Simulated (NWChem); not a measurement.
# BHO2 (oxoborinic acid) at wB97X/def2-TZVP (density fitting)

What is the electronic atomisation energy of BHO2 (oxoborinic acid) at wB97X/def2-TZVP (density fitting)? 

The calculation is run with NWChem 7.3.0.

## Step 1: The structure to begin with

BHO2: 4 atoms, total charge 0, spin state singlet. As SMILES, `O=BO`. The coordinates come from a PBE0-D4/def2-TZVP relaxation.

Bond lengths: O1–B2 1.210 Å, B2–O3 1.322 Å, O3–H4 0.960 Å. Angles: O1–B2–O3 177.5°, B2–O3–H4 117.0°.

## Step 2: A single-point energy at wB97X/def2-TZVP (density fitting) (run 1)

File mol.nw:

```
start mol
memory total 2200 mb
charge 0

geometry units angstroms noautosym nocenter noautoz
   O     -1.555100     0.523500     0.428500
   B     -0.423900     0.132000     0.248600
   O      0.816700    -0.302000     0.108600
   H      1.162300    -0.353500    -0.785700
end

basis spherical bse
   * library def2-TZVP
end

basis "cd basis" spherical
   * library "dgauss a1 dft coulomb fitting"
end

dft
   xc wb97x
   grid fine
   convergence energy 1e-08
   maxiter 100
   mulliken
   noprint "final vectors analysis"
end

task dft energy
```

Command:

```
$ nwchem mol.nw > mol.out
```

Log:

```text
[...]
          Wavefunction type:  closed shell.
          No. of atoms     :     4
          No. of electrons :    22
[...]
          Charge           :     0
          Spin multiplicity:     1
[...]
          AO basis - number of functions:    99
[...]
              XC Information
              --------------
                       wb97x  Method XC Functional
                     Hartree-Fock (Exact) Exchange  1.000
                         wb97x Exchange Functional  1.000
                      wb97x Correlation Functional  1.000
[...]
 d= 0,ls=0.0,diis     1   -175.8925566782 -2.30D+02  8.91D-03  1.13D+00     3.8
[...]
 d= 0,ls=0.0,diis    10   -176.0171104972 -9.33D-09  6.37D-07  7.95D-09    41.0
         Total DFT energy =     -176.017110497205
      One electron energy =     -347.863399806749
           Coulomb energy =      139.476776753965
    Exchange-Corr. energy =      -21.636067931571
 Nuclear repulsion energy =       54.005580487150
[...]
      Total Density - Mulliken Population Analysis
     ---------------------------------------------
    Atom       Charge   Shell Charges
 -----------   ------   -------------------------------------------------------
    1 O    8     8.29   0.79  1.18  0.61  0.83  0.40  1.88  1.74  0.84  0.00  0.01  0.00
    2 B    5     4.65   0.92  1.05  0.57  0.03  0.02  1.04  0.65  0.10  0.12  0.11  0.05
    3 O    8     8.42   0.79  1.18  0.58  0.87  0.34  1.94  1.90  0.81  0.00  0.01  0.00
    4 H    1     0.65   0.25  0.32  0.02  0.05
[...]
```

Wall time 42 s (1 thread of Intel Xeon Platinum 8488C (Sapphire Rapids), shared host); peak memory 0.11 GiB.

## Step 3: The B atom, same level (run 2)

File nw.nw:

```
start nw
memory 2200 mb
charge 0
geometry noautosym nocenter noautoz
  B        0.000000       0.000000       0.000000
end
basis spherical bse
  * library def2-TZVP
end
basis "cd basis" spherical
  * library "dgauss a1 dft coulomb fitting"
end
dft
  xc wb97x
  mult 2
  grid fine
  convergence energy 1e-08
  iterations 100
  mulliken
  print low
end
task dft energy
```

Run the same way, it converges to -24.65255 Eh (log not shown).

Run 3 isn't shown in full; the table further down has it.

## Step 4: The O atom, same level (run 4)

File o.nw:

```
start o
title "O"
memory total 2200 mb
charge 0
geometry noautosym nocenter noautoz
O        0.000000       0.000000       0.000000
end
basis "ao basis" spherical bse
O library def2-TZVP
end
basis "cd basis" spherical
O library "dgauss a1 dft coulomb fitting"
end
dft
xc wb97x
mult 3
grid fine
convergence energy 1e-08
maxiter 100
mulliken
print low
end
task dft energy
```

Command:

```
$ nwchem o.nw > o.out
```

Log:

```text
[...]
 d= 0,ls=0.0,diis     1    -75.0493547475 -7.50D+01  5.70D-03  1.33D-01     0.3
[...]
 d= 0,ls=0.0,diis     7    -75.0788640399 -4.64D-09  3.63D-07  1.03D-10     1.3
[...]
         Total DFT energy =      -75.078864039887
      One electron energy =     -103.240301066641
           Coulomb energy =       36.625837740775
    Exchange-Corr. energy =       -8.464400714021
 Nuclear repulsion energy =        0.000000000000
[...]
      Total Density - Mulliken Population Analysis
     ---------------------------------------------
    Atom       Charge   Shell Charges
 -----------   ------   -------------------------------------------------------
    1 O    8     8.00   0.80  1.17  0.65  0.99  0.40  1.72  1.58  0.70  0.00  0.00  0.00
     --------------------------------------------
      Spin Density - Mulliken Population Analysis
     --------------------------------------------
    Atom       Charge   Shell Charges
 -----------   ------   -------------------------------------------------------
    1 O    8     2.00   0.00 -0.00  0.04  0.02 -0.06  0.92  0.83  0.25  0.00  0.00  0.00
[...]
      <S2> =      2.0048 (Exact =     2.0000)
[...]
```

Wall time 1.9 s (1 thread of Intel Xeon Platinum 8488C (Sapphire Rapids), shared host); peak memory 0.1 GiB.

## Step 5: All runs side by side

```tsv
run	level	partner	energy (Eh)	wall time
1	wB97X/def2-TZVP (density fitting)	base	-176.017110	42 s
2	U-wB97X/def2-TZVP (density fitting)	atoms	-24.652550	2 s
3	U-wB97X/def2-TZVP (density fitting)	atoms	-0.501512	0.91 s
4	U-wB97X/def2-TZVP (density fitting)	atoms	-75.078864	1.9 s
```

## Step 6: Results

At wB97X/def2-TZVP (density fitting):

| quantity | value |
| --- | --- |
| O atom: total energy | -75.07886 Eh |
| O atom: ⟨S²⟩ | 2.005 |
| electronic atomisation energy | 19.193 eV |

What this shows: Taking the molecule apart into free atoms costs 19.19 eV (1852 kJ/mol), before zero-point energy and without spin-orbit coupling. All runs together took 47 s, the longest 42 s.
